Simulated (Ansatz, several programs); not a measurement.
Ga3AsN2 as one 6-atom ordering (P3m1) on the zincblende lattice, relaxed with r2SCAN in Ansatz (plane waves, PAW): space group P3m1 (No. 156), trigonal; a = 3.435 Å, c = 8.639 Å in the conventional setting, 14.71 Å³ an atom. N has 4 Ga at 1.94–2.06 Å; N has 4 Ga at 1.96–2.06 Å; As has 4 Ga at 2.30–2.44 Å; Ga has 4 N at 1.96–2.06 Å; Ga has 3 N at 2.06 Å and 1 As at 2.44 Å; Ga has 1 N at 1.94 Å and 3 As at 2.30 Å. The cell was then scaled with its shape and fractional coordinates held, which makes it stiffer than a relaxed compression. Note: simulated data, non-magnetic, for a generated structure that need not be the stable one.

```csv
V (Å³/atom),E (meV/atom)
13.827,24.78
14.710,0.00
15.151,4.90
15.592,19.02
```

**Question.** Pass a cubic E = c₀ + c₁u + c₂u² + c₃u³, with u = V − 14.820 Å³, through these points.

**Answer.** c₀ = 0.27, c₁ = +5.425, c₂ = 27.014, c₃ = -3.3337 (meV and Å³).

**Question.** Where is the minimum, and what bulk modulus follows?

**Answer.** dE/du = 0 at u = -0.099, so V₀ = 14.72 Å³. B = V₀ d²E/dV² = 14.72 × (2c₂ + 6c₃u) = 14.72 × 56.001 = 824 meV/Å³, and 1 meV/Å³ is 0.16022 GPa: 132 GPa. A third-order Birch-Murnaghan fit to all five points gives 14.72 Å³ and 131 GPa.

**Question.** Predict the energy and the pressure at the withheld volume, 14.268 Å³.

**Answer.** With u = -0.552: E ≈ 6.07 meV and P = −dE/dV ≈ +4.40 GPa. The run gives 5.97 meV and, from its stress, +4.37 GPa.
